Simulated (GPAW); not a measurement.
TaN:

```
CELL_PARAMETERS angstrom
0.00000 2.17900 2.17900
2.17900 0.00000 2.17900
2.17900 2.17900 0.00000
ATOMIC_POSITIONS crystal
Ta 0.50000 0.50000 0.50000
N 0.00000 0.00000 0.00000
```

Program: GPAW 26.7.0. Alike in all runs: task band structure; potentials or basis PAW data sets generated in the run's folder for this functional, pw; no spin polarisation; cell as given; k mesh 10 × 10 × 10; cutoff (eV) 800; smearing fermi-dirac 0.05 eV.

Task: Order these runs on this cell by their pressure, lowest first.
A. level PBEsol+U; U Ta d U = 3 eV
B. level PBEsol
C. level PBEsol+U; U Ta d U = 5 eV
D. level PBEsol+U; U Ta d U = 4 eV
E. level PBEsol+U; U Ta d U = 1 eV

Result: B (4.0 GPa), E (6.6 GPa), A (12.3 GPa), D (15.4 GPa), C (18.7 GPa).

Caveats: U without spin polarisation on a metal has little footing (some runs).
